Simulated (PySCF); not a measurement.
# C₄H₇FOSi: electronic excitations

Aim: predict the electronic excitations of C₄H₇FOSi (`C/C(C=O)=C\[SiH2]F`).

Programs: PySCF 2.14.0, with density-fitted response routines of our own. Each step states its level of theory. These are calculated values for one molecule in the gas phase, unless marked as measured. Atoms are numbered from 0 throughout.

## 1. The starting structure

14 atoms, charge 0, multiplicity 1; geometry from: GFN2-xTB.

Bonds of the start (Å): C0–C1 1.49, C1–C2 1.47, C2–O3 1.20, C1–C4 1.34, C4–Si5 1.88, Si5–F6 1.61, C0–H7 1.09, C0–H8 1.09, C0–H9 1.09, C2–H10 1.11, C4–H11 1.09, Si5–H12 1.46, Si5–H13 1.46.

## 2. Ultraviolet spectrum: wB97X-D/def2-SVPD

What the job is given:

```
{"job": {"kind": "uv", "xc": "wB97X-D", "basis": "def2-SVPD", "nstates": 8, "ntriplets": 3}, "charge": 0, "multiplicity": 1}
C     -0.802520     1.345411    -0.094096
C     -0.707191    -0.128044     0.127018
C     -1.981232    -0.804451     0.428984
O     -3.053403    -0.260897     0.502654
C      0.425904    -0.839263     0.068094
Si     2.149166    -0.188200    -0.299214
F      3.099132    -1.486484    -0.238296
H      0.166789     1.782136    -0.313916
H     -1.224112     1.818640     0.791936
H     -1.488028     1.545460    -0.916717
H     -1.881074    -1.897000     0.589976
H      0.351608    -1.906408     0.250365
H      2.288745     0.319144    -1.656512
H      2.655538     0.699482     0.737558
```

Level: TDDFT wB97X-D/def2-SVPD, vertical, gas phase, core orbitals frozen in the response.

Predict these results of the whole session: lowest singlet (wB97X-D/def2-SVPD); brightest single state of those computed; lowest triplet.

**Answer**, as computed:

```
                                quantity                        value
      lowest singlet (wB97X-D/def2-SVPD)  3.72 eV (334 nm), f = 0.001
brightest single state of those computed  state 2, 5.79 eV, f = 0.466
                          lowest triplet                      3.23 eV
```

**Reading.** The lowest singlet, at 3.72 eV, is HOMO→LUMO 0.93 and is dark; of the 8 states computed, the strongest absorption comes from state 2 at 5.79 eV. The lowest triplet lies 0.49 eV below the lowest singlet (triplets in Tamm-Dancoff, singlets in full TDDFT).
